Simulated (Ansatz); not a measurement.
Write a Python script for the Ansatz DFT code, driven from Python that makes a ladder of methods at one geometry of C2H7NSSi, SMILES C=CS[SiH2]N. Settings (for the species named): LDA, cc-pVDZ basis, multiplicity 1. The script varies functional: lda, cam_b3lyp, pbe0, b3lyp.

```xyz
12

C    -2.0758    0.0909    1.5682
C    -1.0862   -0.2625    0.8167
S     0.4389    0.4709    1.0040
Si    1.7781   -0.3415   -0.5274
N     1.1902    0.4244   -1.9549
H    -3.0977   -0.3119    1.4314
H    -2.0119    0.9247    2.3042
H    -1.1806   -1.0392    0.0833
H     1.4404   -1.7804   -0.6311
H     3.1264   -0.0142   -0.2788
H     0.1670    0.3497   -1.9748
H     1.3882    1.4340   -1.8067
```

`methods_c2h7nssi.py`:
```python
"""C2H7NSSi at several levels of theory."""

from pathlib import Path
import argparse

import ansatz as az
import numpy as np

parser = argparse.ArgumentParser(description="C2H7NSSi at several levels of theory.")
parser.add_argument("--basis", required=True, help="Gaussian basis set")
args = parser.parse_args()

GEOMETRY = """
C    -2.07580    0.09090    1.56820
C    -1.08620   -0.26250    0.81670
S     0.43890    0.47090    1.00400
Si    1.77810   -0.34150   -0.52740
N     1.19020    0.42440   -1.95490
H    -3.09770   -0.31190    1.43140
H    -2.01190    0.92470    2.30420
H    -1.18060   -1.03920    0.08330
H     1.44040   -1.78040   -0.63110
H     3.12640   -0.01420   -0.27880
H     0.16700    0.34970   -1.97480
H     1.38820    1.43400   -1.80670
"""

system = az.Crystal.molecule()
for line in GEOMETRY.strip().splitlines():
    symbol, *xyz = line.split()
    system = system.atom(symbol, [float(v) for v in xyz])

job = system.calculation().basis(gaussian=args.basis)

print("functional    E (Ha)        dipole (D)   HOMO (eV)  LUMO (eV)")
for name in ["lda", "cam_b3lyp", "pbe0", "b3lyp"]:
    data = job.functional(name).forces().orbitals().run(threads=1, backend="cpu", runs_dir="runs").report
    lines = Path(data["orbitals_path"]).read_text().splitlines()
    field_of = lambda key: [line.split("=")[1].strip() for line in lines if line.startswith(key)]
    orbitals = [(27.211386 * float(e), s, float(n)) for e, s, n in zip(field_of("Ene="), field_of("Spin="), field_of("Occup="))]
    homo = max(e for e, _, n in orbitals if n > 0.5)
    lumo = min(e for e, _, n in orbitals if n < 0.5)
    dipole = 4.803205 * np.linalg.norm(data["charge_distribution"]["dipole_moment_e_ang"])
    print(f"{name:10s} {data['free_energy_ev'] / 27.211386246:14.6f} {dipole:9.3f} {homo:11.3f} {lumo:10.3f}")
```

```console
$ python methods_c2h7nssi.py --basis cc-pVDZ
functional    E (Ha)        dipole (D)   HOMO (eV)  LUMO (eV)
lda           -819.104660     0.864      -5.094     -0.787
cam_b3lyp     -822.793383     0.756      -7.302      1.543
pbe0          -822.438475     0.809      -6.098      0.363
b3lyp         -822.895257     0.774      -5.835      0.200
```

Caveats:
- Total energies depend on the basis set; only differences at equal settings carry meaning.
- The geometry is a force-field or estimated start, not a minimum of this method, and the basis set is short of its limit. A lower total doesn't mark the better method: functionals have no common bound, and MP2 and coupled cluster aren't variational.
- b3lyp holds the VWN-RPA fit, as in Gaussian; the form of ORCA and Turbomole is b3lyp5.
- Levels such as HOMO and LUMO are orbital energies: with these approximate functionals they aren't the ionisation energy and electron affinity, and their gap isn't the fundamental gap.
- Hardware and time: 38 s on 1 thread of Arm Neoverse N1, with other jobs on the host, peak memory 0.35 GiB.
